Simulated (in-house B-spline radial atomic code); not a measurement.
**Zr²⁸⁺: RPA and G0W0 on different mean-field starts**

Aim: see how far the highest quasi-particle level and the RPA correlation energy of Zr²⁸⁺ depend on the orbitals that they are built on.

The numbers are computed with an in-house B-spline radial atomic code, version 1 (RPA, second order, AC-SOSEX and G0W0 (contour deformation) on a scalar-relativistic mean field, all electrons; no spin-orbit coupling, Breit or QED terms, no two-electron picture change), except any that are marked as measured or tabulated.

## Step 1: Starting point

- element: zirconium (Z = 40)
- charge: +28
- electrons: 12
- configuration: [Ne] 3s2
- next ion, run as well: [Ne] 3s1
- Hamiltonian: scalar-relativistic (spin-free one-electron X2C), finite nucleus
- starts: Hartree-Fock, PBE, SCAN, PBE0

Outer shells as boxes (Hund's rule):

Zr28+
```
[Ne] core
3s [↑↓]
```

## Step 2: Hartree-Fock start

Settings, as recorded:

```ini
Z = 40
electrons = 12.0
configuration = [Ne] 3s2
hamiltonian = x2c
method = hf
lmax = 9
rms_radius = 4.2694
spin_polarised = False
box_radius = 3.2
intervals = 63
```

Command:

```bash
$ python run_gw.py task.json out
```

task.json lists these runs, among others, and the program works through them in turn.

Results of the run (chosen fields of its result record, rounded):

```text
{
  "status": "converged",
  "energies [hartree]": {
    "mean_field": -3031.964646,
    "exx_total": -3031.964646,
    "exchange": -70.51763112,
    "rpa": -0.87210505,
    "rpa_summed": -0.86795688,
    "direct_second_order": -0.92594255,
    "second_order_exchange": 0.34330539,
    "sosex": 0.32367181
  },
  "rpa_by_multipole [hartree]": [-0.169269, -0.447939, -0.137302, -0.0670091, -0.0240941, -0.0108616, -0.00561826, -0.00319397, -0.00194421, -0.000632889, -9.22981e-05],
  "polarisability [bohr^3: independent particles, RPA]": [0.0430035, 0.0303461],
  "gap [hartree]": 4.793028,
  "levels [hartree]": [
    {"name": "3s", "occ": 1, "e": -55.8687, "sx": -3.017857, "vxc": -3.017857, "sc": -0.1662546, "z": 0.9877019, "qp": -56.0353, "tail": -0.0003462167},
    {"name": "2p", "occ": 1, "e": -134.4703, "sx": -9.598674, "vxc": -9.598674, "sc": 0.124708, "z": 0.9951729, "qp": -134.3465, "tail": -0.0008908899},
    {"name": "2s", "occ": 1, "e": -144.5699, "sx": -10.20671, "vxc": -10.20671, "sc": -0.05002657, "z": 0.9384813, "qp": -144.6207, "tail": -0.0007724061},
    {"name": "3p", "occ": 0, "e": -51.07567, "sx": -1.143998, "vxc": -1.143998, "sc": -0.09964586, "z": 0.9871243, "qp": -51.17573, "tail": -0.0004147257}
  ],
  "ion_energies [hartree]": {
    "mean_field": -2976.10318,
    "exx_total": -2976.10318,
    "exchange": -68.72058657,
    "rpa": -0.72583388,
    "rpa_summed": -0.72197789,
    "direct_second_order": -0.74997143,
    "second_order_exchange": 0.29063138,
    "sosex": 0.2817172
  }
}
```

It took 1.6 s on 1 thread, shared host.

In the record, exx_total is the Hartree-Fock functional on the start's orbitals, rpa_summed the RPA energy up to lmax and rpa the same with the tail beyond it, gap the smallest same-spin excitation energy of the start. For a level, e is the start's value, sx and sc the exchange and correlation self-energies, vxc the start's own term, z the quasi-particle weight, and qp = e + sx − vxc + sc + tail. Deeper levels of weight under 0.85 meet poles of the self-energy and are not shown.

Highest level 3s: -1520.26 eV in the start, -1524.80 eV after G0W0, weight 0.99.

The largest part of the RPA energy comes from multipole 1 (52 % of the sum).

## Step 3: PBE start

Changes to the settings of step 2:

```diff
@@ -4,3 +4,3 @@
 hamiltonian = x2c
-method = hf
+method = pbe,pbe
 lmax = 9
```

Results of the run:

```text
{
  "status": "converged",
  "energies [hartree]": {
    "mean_field": -3032.237478,
    "exx_total": -3031.956672,
    "exchange": -70.48898969,
    "rpa": -0.9617392,
    "rpa_summed": -0.95757697,
    "direct_second_order": -1.0579567,
    "second_order_exchange": 0.40439476,
    "sosex": 0.36508134
  },
  "rpa_by_multipole [hartree]": [-0.175785, -0.519878, -0.146321, -0.0686337, -0.0244451, -0.0109674, -0.00565726, -0.00321048, -0.00195195, -0.000635363, -9.2452e-05],
  "polarisability [bohr^3: independent particles, RPA]": [0.068565, 0.0408286],
  "gap [hartree]": 2.91802,
  "levels [hartree]": [
    {"name": "3s", "occ": 1, "e": -55.08884, "sx": -3.049496, "vxc": -2.268044, "sc": -0.2014071, "z": 0.9792531, "qp": -56.07204, "tail": -0.0003472935},
    {"name": "2p", "occ": 1, "e": -131.4069, "sx": -9.595246, "vxc": -6.529227, "sc": 0.1563072, "z": 0.9921573, "qp": -134.3175, "tail": -0.0008908709},
    {"name": "2s", "occ": 1, "e": -140.6388, "sx": -10.16614, "vxc": -6.240621, "sc": 0.1155899, "z": 0.9809973, "qp": -144.4496, "tail": -0.0008084597},
    {"name": "1s", "occ": 1, "e": -706.9228, "sx": -28.48761, "vxc": -17.62282, "sc": 1.023714, "z": 0.9802455, "qp": -716.7642, "tail": -0.0003351179},
    {"name": "3p", "occ": 0, "e": -52.17082, "sx": -1.174102, "vxc": -2.279584, "sc": -0.1275431, "z": 0.9754638, "qp": -51.1933, "tail": -0.0004178076}
  ],
  "ion_energies [hartree]": {
    "mean_field": -2976.200434,
    "exx_total": -2976.095892,
    "exchange": -68.68910781,
    "rpa": -0.76740077,
    "rpa_summed": -0.76353383,
    "direct_second_order": -0.80015063,
    "second_order_exchange": 0.32554443,
    "sosex": 0.30995538
  }
}
```

Run time: 1.7 s. Hardware: 1 thread, shared host.

Highest level 3s: -1499.04 eV in the start, -1525.80 eV after G0W0, weight 0.98.

## Step 4: SCAN start

Changes to the settings of step 3:

```diff
@@ -4,3 +4,3 @@
 hamiltonian = x2c
-method = pbe,pbe
+method = scan,scan
 lmax = 9
```

Results of the run:

```text
{
  "status": "converged",
  "energies [hartree]": {
    "mean_field": -3032.701141,
    "exx_total": -3031.959573,
    "exchange": -70.50684553,
    "rpa": -0.95063297,
    "rpa_summed": -0.94650058,
    "direct_second_order": -1.0418896,
    "second_order_exchange": 0.39726854,
    "sosex": 0.36022817
  },
  "rpa_by_multipole [hartree]": [-0.174449, -0.512506, -0.144721, -0.068187, -0.0242802, -0.0108918, -0.00561765, -0.0031877, -0.00193793, -0.000630458, -9.18626e-05],
  "polarisability [bohr^3: independent particles, RPA]": [0.0662163, 0.0400371],
  "gap [hartree]": 3.036726,
  "levels [hartree]": [
    {"name": "3s", "occ": 1, "e": -55.1141, "sx": -3.036786, "vxc": -2.281224, "sc": -0.1979671, "z": 0.9801706, "qp": -56.06797, "tail": -0.0003423934},
    {"name": "2p", "occ": 1, "e": -131.7998, "sx": -9.600095, "vxc": -6.928865, "sc": 0.1498197, "z": 0.9928903, "qp": -134.3221, "tail": -0.0008837021},
    {"name": "2s", "occ": 1, "e": -141.2042, "sx": -10.18124, "vxc": -6.819741, "sc": 0.1014875, "z": 0.9796808, "qp": -144.4651, "tail": -0.0008017363},
    {"name": "1s", "occ": 1, "e": -708.3923, "sx": -28.48854, "vxc": -19.10561, "sc": 0.9396508, "z": 0.9690648, "qp": -716.8359, "tail": -0.0003304335},
    {"name": "3p", "occ": 0, "e": -52.07738, "sx": -1.166627, "vxc": -2.174049, "sc": -0.1219018, "z": 0.9772342, "qp": -51.19227, "tail": -0.0004146691}
  ],
  "ion_energies [hartree]": {
    "mean_field": -2976.809109,
    "exx_total": -2976.098605,
    "exchange": -68.71077873,
    "rpa": -0.76100344,
    "rpa_summed": -0.75716301,
    "direct_second_order": -0.79261015,
    "second_order_exchange": 0.3210721,
    "sosex": 0.30631076
  }
}
```

It took 1.4 s on 1 thread, shared host.

Highest level 3s: -1499.73 eV in the start, -1525.69 eV after G0W0, weight 0.98.

## Step 5: PBE0 start

Changes to the settings of step 4:

```diff
@@ -4,3 +4,3 @@
 hamiltonian = x2c
-method = scan,scan
+method = pbe0
 lmax = 9
```

Results of the run:

```text
{
  "status": "converged",
  "energies [hartree]": {
    "mean_field": -3032.291187,
    "exx_total": -3031.960263,
    "exchange": -70.49678997,
    "rpa": -0.93364285,
    "rpa_summed": -0.92948398,
    "direct_second_order": -1.0137436,
    "second_order_exchange": 0.38356501,
    "sosex": 0.35183949
  },
  "rpa_by_multipole [hartree]": [-0.174085, -0.496614, -0.143735, -0.0682199, -0.0243569, -0.0109411, -0.00564765, -0.00320645, -0.00195009, -0.00063477, -9.24173e-05],
  "polarisability [bohr^3: independent particles, RPA]": [0.0594805, 0.0375007],
  "gap [hartree]": 3.390065,
  "levels [hartree]": [
    {"name": "3s", "occ": 1, "e": -55.29619, "sx": -3.041425, "vxc": -2.468245, "sc": -0.1914689, "z": 0.9820133, "qp": -56.06118, "tail": -0.0003490742},
    {"name": "2p", "occ": 1, "e": -132.1883, "sx": -9.59621, "vxc": -7.312555, "sc": 0.1467345, "z": 0.9933338, "qp": -134.3261, "tail": -0.0008892487},
    {"name": "2s", "occ": 1, "e": -141.6373, "sx": -10.17682, "vxc": -7.247873, "sc": 0.08768208, "z": 0.9771006, "qp": -144.4793, "tail": -0.0008042245},
    {"name": "1s", "occ": 1, "e": -709.6436, "sx": -28.48992, "vxc": -20.34657, "sc": 0.9570952, "z": 0.9805421, "qp": -716.8301, "tail": -0.0003330014},
    {"name": "3p", "occ": 0, "e": -51.90612, "sx": -1.166439, "vxc": -2.003018, "sc": -0.1186959, "z": 0.9796227, "qp": -51.18866, "tail": -0.0004185567}
  ],
  "ion_energies [hartree]": {
    "mean_field": -2976.287533,
    "exx_total": -2976.099174,
    "exchange": -68.69756682,
    "rpa": -0.75493117,
    "rpa_summed": -0.75106683,
    "direct_second_order": -0.78451367,
    "second_order_exchange": 0.31385164,
    "sosex": 0.3008601
  }
}
```

It took 1.6 s on 1 thread, shared host.

Highest level 3s: -1504.69 eV in the start, -1525.50 eV after G0W0, weight 0.98.

## Step 6: All runs in one table

| start | level | mean field (eV) | G0W0 (eV) | weight | RPA (hartree) | RPA+SOSEX (hartree) | α, direct RPA (bohr³) | time | miss (eV) |
| --- | --- | --- | --- | --- | --- | --- | --- | --- | --- |
| Hartree-Fock | 3s | -1520.26 | -1524.80 | 0.988 | -0.87211 | -0.54843 | 0.03035 | 1.6 s | -0.302 |
| PBE | 3s | -1499.04 | -1525.80 | 0.979 | -0.96174 | -0.59666 | 0.04083 | 1.7 s | +0.698 |
| SCAN | 3s | -1499.73 | -1525.69 | 0.980 | -0.95063 | -0.59040 | 0.04004 | 1.4 s | +0.587 |
| PBE0 | 3s | -1504.69 | -1525.50 | 0.982 | -0.93364 | -0.58180 | 0.03750 | 1.6 s | +0.402 |

The miss is the G0W0 removal energy (the level with its sign changed) less the semi-empirical ionisation energy, 1525.1 ± 2 eV. Times are single runs on a shared host.

Energy to remove one electron as a difference of total energies (eV), each species on its own start:

| start | mean field | HF functional | RPA | RPA+SOSEX | second order |
| --- | --- | --- | --- | --- | --- |
| Hartree-Fock | 1520.1 | 1520.1 | 1524.0 | 1522.9 | 1523.4 |
| PBE | 1524.8 | 1520.0 | 1525.3 | 1523.8 | 1524.9 |
| SCAN | 1520.9 | 1520.1 | 1525.2 | 1523.7 | 1524.8 |
| PBE0 | 1523.9 | 1520.1 | 1524.9 | 1523.5 | 1524.4 |

## Step 7: What came out

```
                                       quantity                                                              value
highest level, mean field (range over the runs)                                            -1520.26 to -1499.04 eV
      highest level, G0W0 (range over the runs)                                            -1525.80 to -1524.80 eV
                         RPA correlation energy                                         -0.9617 to -0.8721 hartree
                                      RPA+SOSEX                                         -0.5967 to -0.5484 hartree
    semi-empirical ionisation energy (3s shell)  1525.1 ± 2 eV (NIST Atomic Spectra Database, ionization energies)
            G0W0 removal energy less that value                                                -0.302 to +0.698 eV
```

The starts spread the highest level over 21.2 eV; after G0W0 1.00 eV remain, 4.7 % of that. Semilocal starts leave the level too high; G0W0 lowers it by 26 to 27 eV. RPA gives the most correlation on PBE and the least on Hartree-Fock (9.3 % apart); over the runs it loosely follows the gap of the start, as smaller excitation energies give more correlation. All G0W0 removal energies agree with the semi-empirical ionisation energy, 1525.1 ± 2 eV, within its uncertainty. Read as a removal energy, the bare PBE level is off by -26.1 eV (-1.7 %) and the nearest bare level, Hartree-Fock's, by -4.84 eV. As differences of total energies the mean miss over the starts is 2.7 eV for mean field, 0.40 eV for RPA, 1.6 eV for RPA+SOSEX.
